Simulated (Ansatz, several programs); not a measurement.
ZnCSb2, ordered on the zincblende lattice (P-4m2) with 8 atoms a cell, relaxed with r2SCAN in Ansatz (plane waves, PAW): the symmetry is P-4m2 (No. 115, tetragonal); conventional cell a = 3.887 Å, c = 11.568 Å, 21.85 Å³ an atom. Zn is surrounded by 4 Sb at 2.56–2.61 Å; Sb is surrounded by 4 Zn at 2.56 Å; Sb is surrounded by 2 C at 2.30 Å and 2 Zn at 2.61 Å; C is surrounded by 4 Sb at 2.25–2.30 Å; Sb is surrounded by 4 C at 2.25 Å. The cell was then scaled with its shape and fractional coordinates held, which makes it stiffer than a relaxed compression. No spin polarisation. The prototype was imposed, so other structures may be more stable.

```csv
V (Å³/atom),E (meV/atom)
20.537,19.93
21.192,4.68
21.848,0.00
23.159,16.24
```

**Question.** Pass a cubic E = c₀ + c₁u + c₂u² + c₃u³, with u = V − 21.684 Å³, through these points.

**Answer.** c₀ = 0.26, c₁ = -3.364, c₂ = 10.971, c₃ = -0.9126 (meV and Å³).

**Question.** Where is the minimum, and what bulk modulus follows?

**Answer.** dE/du = 0 at u = +0.156, so V₀ = 21.84 Å³. B = V₀ d²E/dV² = 21.84 × (2c₂ + 6c₃u) = 21.84 × 21.087 = 461 meV/Å³, and 1 meV/Å³ is 0.16022 GPa: 74 GPa. A third-order Birch-Murnaghan fit to all five points gives 21.84 Å³ and 73 GPa.

**Question.** Predict the energy and the pressure at the withheld volume, 22.503 Å³.

**Answer.** With u = +0.819: E ≈ 4.36 meV and P = −dE/dV ≈ -2.05 GPa. The run gives 4.31 meV and, from its stress, -2.04 GPa.
